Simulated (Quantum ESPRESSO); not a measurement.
The system is Tl.

```xyz
4
Lattice="3.5086 0.0000 0.0000 -1.7543 3.0386 0.0000 0.0000 0.0000 11.2656" Properties=species:S:1:pos:R:3 pbc="T T T"
Tl    1.7543    1.0129    8.4492
Tl    0.0000    0.0000    5.6328
Tl    0.0000    2.0257    2.8164
Tl    0.0000    0.0000    0.0000
```

| Property | Result |
| --- | --- |
| Program | Quantum ESPRESSO 7.5 |
| Task | single point |
| Functional | PBEsol |
| Potentials or basis | GBRV 1.5 PBEsol |
| Cutoff | 612 eV |
| Density cutoff | 4898 eV |
| k mesh | 9 × 9 × 3 |
| Occupations | fermi-dirac, width 0.05 eV |
| Spin | no spin polarisation |

On this cell: pressure -2.0 GPa; largest force under 0.003 eV/Å; band gap on the k mesh none (metal or under the smearing width).

The same run follows on a disturbed copy (atoms moved at random, drawn with an rms of 0.05 Å):

```xyz
4
Lattice="3.5086 0.0000 0.0000 -1.7543 3.0386 0.0000 0.0000 0.0000 11.2656" Properties=species:S:1:pos:R:3 pbc="T T T"
Tl    1.7630    1.0208    8.4914
Tl   -0.0120    0.0357    5.6130
Tl   -0.0005    2.0098    2.7905
Tl    0.0253    0.0065    0.0076
```

Question: What does the disturbed cell give?

Answer: The energy (extrapolated to zero smearing) moves by +0.7 meV/atom; pressure -2.0 GPa; largest force 0.088 eV/Å; band gap on the k mesh none (metal or under the smearing width).

Forces in eV/Å, atoms in the order of the input:
```
Tl   0.000 -0.001 -0.088
Tl   0.003 -0.004  0.046
Tl   0.001  0.003  0.035
Tl  -0.005  0.002  0.006
```

Stress tensor (GPa, compression positive):
```
-1.98 -0.01  0.00
-0.01 -1.91  0.00
 0.00  0.00 -2.04
```
